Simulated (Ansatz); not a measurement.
# H3SSb, SMILES [SH][SbH2]: a ladder of basis sets

Program: the Ansatz DFT code, driven from Python.

Contents of `h3ssb.xyz`:
```text
5

S     0.97470   -0.72710    1.03100
Sb   -0.00950    0.32500   -1.01280
H     0.33840   -1.93640    0.69660
H    -1.55550    0.32090   -0.33570
H     0.30190    1.94390   -0.42050
```

The cells in order, each with its output:

**Cell 1**
```python
import ansatz as az

h3ssb = az.Crystal.molecule_from_extxyz('h3ssb.xyz')

calculation = h3ssb.calculation().functional('B3LYP')
```

**Cell 2**
```python
energies = {}
for basis in ['def2-SVP', 'def2-SVPD', 'def2-TZVP', 'def2-TZVPP']:
    rep = calculation.basis(gaussian=basis).run(threads=1).report
    size = rep['n_frozen'] + rep['n_occupied'][0] + rep['n_virtual'][0]
    energies[basis] = (rep['reference_energy_ev'] / 27.211386246, rep['free_energy_ev'] / 27.211386246)
    print(f'{basis:14s} {size:4d} orbitals  reference {energies[basis][0]:14.6f} Ha  total {energies[basis][1]:14.6f} Ha')
```
Output:
```text
def2-SVP         59 orbitals  reference    -640.212684 Ha  total    -640.212684 Ha
def2-SVPD        83 orbitals  reference    -640.222361 Ha  total    -640.222361 Ha
def2-TZVP       105 orbitals  reference    -640.365954 Ha  total    -640.365954 Ha
def2-TZVPP      134 orbitals  reference    -640.366965 Ha  total    -640.366965 Ha
```

**Cell 3**
```python
last = energies['def2-TZVPP'][1]
for basis, (_, total) in energies.items():
    print(f'{basis:14s} lies {27.211386 * (total - last):9.4f} eV above def2-TZVPP')
```
Output:
```text
def2-SVP       lies    4.1982 eV above def2-TZVPP
def2-SVPD      lies    3.9349 eV above def2-TZVPP
def2-TZVP      lies    0.0275 eV above def2-TZVPP
def2-TZVPP     lies    0.0000 eV above def2-TZVPP
```

Against def2-SVP: def2-SVPD -9.7 mHa, def2-TZVP -153.3 mHa and def2-TZVPP -154.3 mHa. The last step alone is -1.01 mHa (these two sets differ little on atoms other than hydrogen). From the first set to the last the time grows from 1.3 to 2.5 s.

Caveats:
- The drop along the ladder measures the basis error, and is no property of the molecule.
- The geometry is a force-field or estimated start, not a minimum of this method, and the last set is no limit. Much of the fall in a total is atomic energy, which cancels in bond and reaction energies.
- def2 sets replace the cores of elements past krypton by effective core potentials.
- b3lyp holds the VWN-RPA fit, as in Gaussian; the form of ORCA and Turbomole is b3lyp5.
- Timing: 7.9 s on 1 thread of Arm Neoverse V2, with other jobs on the host, peak memory 0.29 GiB.

(Lines on the test bed's own set-up are left out of the output.)
